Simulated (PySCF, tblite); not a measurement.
# C₈H₁₀P₂: infrared bands and NMR shifts

Aim: predict the infrared bands and NMR shifts of C₈H₁₀P₂ (`Cc1cpc(C2CC2)pc1`).

The runs use tblite 0.8.0 and PySCF 2.14.0, with density-fitted response routines of our own; the level of theory stands in each step. All values are computed, except where a source is named. Atoms count from 0, in the outputs and in this text.

### 1 Starting geometry

20 atoms, charge 0, multiplicity 1; geometry from: GFN2-xTB.

Bonds of the start (Å): C0–C1 1.50, C1–C2 1.38, C2–P3 1.73, P3–C4 1.74, C4–C5 1.48, C5–C6 1.51, C6–C7 1.49, C4–P8 1.75, P8–C9 1.73, C9–C1 1.39, C7–C5 1.51, C0–H10 1.09, C0–H11 1.09, C0–H12 1.09, C2–H13 1.09, C5–H14 1.09, C6–H15 1.08, C6–H16 1.08, C7–H17 1.08, C7–H18 1.08, C9–H19 1.09.

### 2 Infrared spectrum with GFN2-xTB

The job: settings as JSON, then the geometry in Å.

```
{"job": {"kind": "ir", "xc": "GFN2-xTB", "basis": "xTB"}, "charge": 0, "multiplicity": 1}
C      3.722694     0.343741    -0.098184
C      2.242425     0.085362    -0.029950
C      1.810038    -1.224344     0.088103
P      0.197654    -1.846704     0.165190
C     -0.818443    -0.434513     0.054178
C     -2.268938    -0.724399     0.102857
C     -3.213872     0.234478     0.779757
C     -3.239785     0.099544    -0.702882
P     -0.337472     1.236148    -0.102088
C      1.390010     1.174259    -0.115584
H      4.036977     0.407139    -1.140859
H      3.977536     1.283897     0.386564
H      4.281581    -0.459973     0.375510
H      2.574127    -1.993014     0.143555
H     -2.497468    -1.781151     0.202466
H     -4.030117    -0.174801     1.355717
H     -2.782589     1.132656     1.199897
H     -2.827528     0.905397    -1.294355
H     -4.074164    -0.405435    -1.165817
H      1.852187     2.152394    -0.207112
```

**Question.** This job is followed by: GIAO PBE0/pcSseg-1 NMR shielding, non-relativistic, gas phase. Predict these results of the whole session: strongest single infrared mode (GFN2-xTB); zero-point energy (GFN2-xTB); 13C shifts against TMS (PBE0/pcSseg-1, means over atoms taken as alike); 1H shifts against TMS (PBE0/pcSseg-1, means over atoms taken as alike); 31P shifts against H3PO4 (PBE0/pcSseg-1, means over atoms taken as alike).

**Answer**, as computed:

| quantity | value |
| --- | --- |
| strongest single infrared mode (GFN2-xTB) | 3099 cm⁻¹, 71 km/mol |
| zero-point energy (GFN2-xTB) | 96.9 kcal/mol |
| 13C shifts against TMS (PBE0/pcSseg-1, means over atoms taken as alike) | 225.6, 162.0, 145.6, 30.8, 28.7, 27.0 ppm |
| 1H shifts against TMS (PBE0/pcSseg-1, means over atoms taken as alike) | 8.94, 2.79, 2.70, 1.64, 1.21 ppm |
| 31P shifts against H3PO4 (PBE0/pcSseg-1, means over atoms taken as alike) | 245.6 ppm |

**Reading.** All 54 modes are real, so the xTB geometry is a minimum. The strongest single mode, at 3099 cm⁻¹, moves mainly H18 and H15. Unscaled tight-binding wavenumbers are off by several per cent, some by more. Its intensities can rank the bands wrongly. At PBE0/pcSseg-1: The widest tensor belongs to P3, P8: span 683 ppm, with a paramagnetic part of -898 ppm. NICS(1)zz of -23 ppm above the planar ring from C1 marks a diatropic (aromatic) ring current.
